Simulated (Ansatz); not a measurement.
# AgB2 (P6/mmm): exact exchange against the cheap answer

Aim: see how the gap and pressure of AgB2 (P6/mmm) move with the amount and range of exact exchange, and what each run costs.

Program: Ansatz 0.2.0. Level of theory: DFT at several levels, plane waves, PAW. These are calculated values, not measurements.

2 further runs of the same task are left out: 1 that didn't finish, 1 set aside as unsound or not needed. Runs told in other sessions of the task aren't counted.

### Step 1. The starting structure

Symmetry: P6/mmm, No. 191, hexagonal system. Conventional cell: a = 2.844 Å, b = 2.844 Å, c = 3.605 Å, α = 90.00°, β = 90.00°, γ = 120.00°. Ag (site symmetry 6/mmm) has 12 B at 2.44 Å in its first shell of neighbours. B (site symmetry -6m2) is surrounded by 3 B at 1.64 Å and 6 Ag at 2.44 Å.

Coordinates:

```
Ag B
1.0
     2.84426    0.00000    0.00000
    -1.42213    2.46320    0.00000
     0.00000    0.00000    3.60454
Ag B
1 2
Direct
  0.00000 0.00000 0.00000
  0.33333 0.66667 0.50000
  0.66667 0.33333 0.50000
```

At PBE, an earlier run found 58.68 GPa for this cell of 8.418 Å³/atom (10×10×8 mesh), metallic. The cell is compressed at this level.

The cell stays fixed from here on.

Levels to run, all on a 8×8×6 mesh: PBE; HSE06 form (screening 0.15 Å⁻¹); revPBE0; PBE0 form (fraction 0.1); HSE06 form (fraction 0.2). Hardware: 4 threads of Arm Neoverse V1, shared host.

### Step 2. PBE

input.yaml reads:

```yaml
crystal:
  lattice:
    - [2.8442575066, 0.0, 0.0]
    - [-1.4221287533, 2.4631992556, 0.0]
    - [0.0, 0.0, 3.6045385983]
  atoms:
    - { symbol: Ag, position: [0.0, 0.0, 0.0] }
    - { symbol: B, position: [0.3333333333, 0.6666666667, 0.5] }
    - { symbol: B, position: [0.6666666667, 0.3333333333, 0.5] }
basis:
  ecutwfc: 420
  ecutrho_ratio: 4
kpoints:
  mp_grid: { grid: [8, 8, 6] }
hamiltonian:
  xc: pbe
scf:
  occupations: { method: gaussian, width: 0.05 }
output:
  forces: true
  stress: true
  eigenvalues: true
  populations: true
  write_density: true
  write_potential: true
  elf: true
  volumetric_format: npy
```

Run with:

```
> ansatz run input.yaml --threads 4 --pin off --max-ram 8192MiB --backend cpu --events-out ev --progress --plain --runs-dir out
```

Further steps of the session: HSE06 form (screening 0.15 Å⁻¹); revPBE0; PBE0 form (fraction 0.1); HSE06 form (fraction 0.2).

Q: Predict the outcome of this session. Wanted: for each run, exact exchange; change of gap; pressure.

**Answer**, as computed:

| level | exact exchange | gap on the mesh (eV) | change of gap (eV) | pressure (GPa) | wall time | CPU time |
| --- | --- | --- | --- | --- | --- | --- |
| PBE | 0.00 | metal | 0 | 58.8 | 0.54 s | 1.7 s |
| HSE06 form (screening 0.15 Å⁻¹) | 0.25 | metal | 0 | 56.9 | 14 s | 47 s |
| revPBE0 | 0.25 | metal | 0 | 60.0 | 17 s | 58 s |
| PBE0 form (fraction 0.1) | 0.10 | metal | 0 | 58.0 | 14 s | 49 s |
| HSE06 form (fraction 0.2) | 0.20 | metal | 0 | 57.3 | 14 s | 47 s |

Changes count from PBE. Times are on 4 threads of Arm Neoverse V1, shared host; the hybrid runs also made densities of states.

Every hybrid shown leaves the cell metallic on this mesh. The pressure spans 56.9 to 60.0 GPa, negative where a level wants a smaller cell on this coarse mesh, whose own error is in all of them. «metal» means no gap on the mesh; bands that overlap can still move apart without opening one. The median run with exact exchange took 29 times the CPU time of the cheap one. Gaps are over this coarse mesh alone, and total energies of different levels can't be compared. The program warned that the SCF threshold is loose for the stress of this hybrid run. For a metal under a hybrid functional this mesh is coarse.
